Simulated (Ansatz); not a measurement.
This script drives Ansatz 0.2.0, Python API.

`formation_kteo3.py`:
```python
# -*- coding: utf-8 -*-
'''Is KTeO3 bound against its elements, after relaxing atoms and volume at fixed cell shape.'''

from collections import Counter
import warnings

import ansatz
import numpy as np

SETTINGS = {
    'cutoff_ev': 500,
    'max_scf': 150,
    'k_spacing': 0.39,
    'occupations': 'gaussian',
    'sigma': 0.02,
}

PHASES = {
    'KTeO3': (
        [(4.114391, 0.0, 0.0), (0.0, 4.114391, 0.0), (0.0, 0.0, 4.114391)],
        [
            ('K', (0.0, 0.0, 0.0)),
            ('Te', (0.5, 0.5, 0.5)),
            ('O', (0.5, 0.5, 0.0)),
            ('O', (0.5, 0.0, 0.5)),
            ('O', (0.0, 0.5, 0.5)),
        ],
    ),
    'K': (
        [(-2.6125, 2.6125, 2.6125), (2.6125, -2.6125, 2.6125), (2.6125, 2.6125, -2.6125)],
        [
            ('K', (0.0, 0.0, 0.0)),
        ],
    ),
    'Te': (
        [(4.454, 0.0, 0.0), (-2.227, 3.857277, 0.0), (0.0, 0.0, 5.924)],
        [
            ('Te', (0.269, 0.0, 1 / 3)),
            ('Te', (0.0, 0.269, 2 / 3)),
            ('Te', (0.731, 0.731, 0.0)),
        ],
    ),
    'O2': (
        [(9.0, 0.0, 0.0), (0.0, 9.5, 0.0), (0.0, 0.0, 10.0)],
        [
            ('O', (0.5, 0.5, 0.4385)),
            ('O', (0.5, 0.5, 0.5615)),
        ],
    ),
}


def build(vectors, sites):
    crystal = ansatz.Crystal(lattice=ansatz.Lattice.of(vectors))
    for symbol, position in sites:
        crystal = crystal.atom(symbol, position)
    return crystal

POLARISED = {'O2'}

GASES = {'O2'}


def compute(name, crystal):
    calc = (
        crystal.calculation()
        .functional(ansatz.Functional.R2SCAN)
        .basis(SETTINGS['cutoff_ev'])
        .scf(max_iterations=SETTINGS['max_scf'])
        .kpoints(spacing=SETTINGS['k_spacing'])
        .occupations(SETTINGS['occupations'], width=SETTINGS['sigma'])
        .stress()
    )
    if name in POLARISED:
        calc = calc.spin('collinear')
    if name in GASES:
        return calc.kpoints(1, 1, 1).relax(force_tolerance=0.02, max_steps=40).run(threads=1)
    calc = calc.relax(force_tolerance=0.02, max_steps=40, fix_cell=['shape'])
    return calc.run(threads=1)


def counts(outcome):
    return Counter(site.symbol for site in outcome.lattice.sites)

def formation_energy(outcome, mu):
    n = counts(outcome)
    return (outcome.report['energy_sigma0_ev'] - sum(k * mu[element] for element, k in n.items())) / sum(n.values())


def volume_per_atom(outcome):
    return abs(np.linalg.det(outcome.lattice.cell_ang)) / len(outcome.lattice.sites)


def main():
    warnings.simplefilter('ignore', ansatz.DeckWarning)

    phases = {name: build(*cell) for name, cell in PHASES.items()}
    phases['O2'] = phases['O2'].moments(O=1.0)

    done = {}
    for name, crystal in phases.items():
        done[name] = compute(name, crystal)
        print(f'{name}: {done[name].report["energy_sigma0_ev"]:.4f} eV, {len(done[name].lattice.sites)} atoms')

    # chemical potentials of the elements at zero temperature
    references = {'K': 'K', 'Te': 'Te', 'O': 'O2'}
    mu = {element: done[name].report['energy_sigma0_ev'] / len(done[name].lattice.sites) for element, name in references.items()}

    target = done['KTeO3']
    heat = formation_energy(target, mu)
    n = counts(target)
    print('cell content:', dict(n), ' volume', round(volume_per_atom(target), 3), 'A^3/atom')
    print('formation energy', round(heat, 4), 'eV/atom,', round(heat * sum(n.values()), 4), 'eV per cell')
    print('bound against the elements' if heat < 0 else 'unbound against the elements')
    # no correction for the overbinding of the gas molecule is applied


if __name__ == '__main__':
    main()
```

It is started by `python formation_kteo3.py`. Estimate its wall time and peak memory on 1 thread of Arm Neoverse V2, with other jobs on the host.

It took about 11 min, with a peak of 2.4 GiB, for 4 runs of the engine.

Output of `python formation_kteo3.py`:
```text
KTeO3: -10241.9863 eV, 5 atoms
K: -1542.4729 eV, 1 atoms
Te: -20984.4563 eV, 3 atoms
--- The result so far, ahead of a search for a lower minimum behind the relaxation; the run's own can be another ---
--- Relaxed structure (4 steps of the walk, 4 accepted, 0 SCFs on fresh bases) ---
  F+E_penalty+E_count = -1131.96623374 eV   max|allowed force component| = 4.061e-3 eV/Å
  atoms:
    - { symbol: O, position: [0.5, 0.5, 0.4397220590160492] }
    - { symbol: O, position: [0.5, 0.5, 0.5602779409839508] }
O2: -1131.9662 eV, 2 atoms
cell content: {<Element.K: 'K'>: 1, <Element.TE: 'Te'>: 1, <Element.O: 'O'>: 3}  volume 13.541 A^3/atom
formation energy -1.349 eV/atom, -6.7452 eV per cell
bound against the elements
```

The settings weren't tested for convergence. The magnetic order follows from the starting moments and needn't be the lowest. For the metals among these phases the mesh is modest: differences between phases can be off by up to 40 meV an atom. The program warned that this SCF threshold is loose for forces or stresses. Atoms and volume are relaxed with the cell's shape held, which in cells of lower than cubic symmetry can hide stresses and shift volumes. r2SCAN tends to overestimate the moments of itinerant magnets. The cells come from databases of deposited and of computed structures, and not all need be stable phases. The compound is the structure given, not necessarily its lowest; energies are at zero temperature, with no correction for gases. Magnetic phases start from parallel moments and may not end in their lowest magnetic state. A semilocal functional's error on such energies is often 0.05 to 0.1 eV an atom, and 0.1 to 0.3 eV against gases such as O2 or F2. The script silences the warnings on its input, which a real study should read.
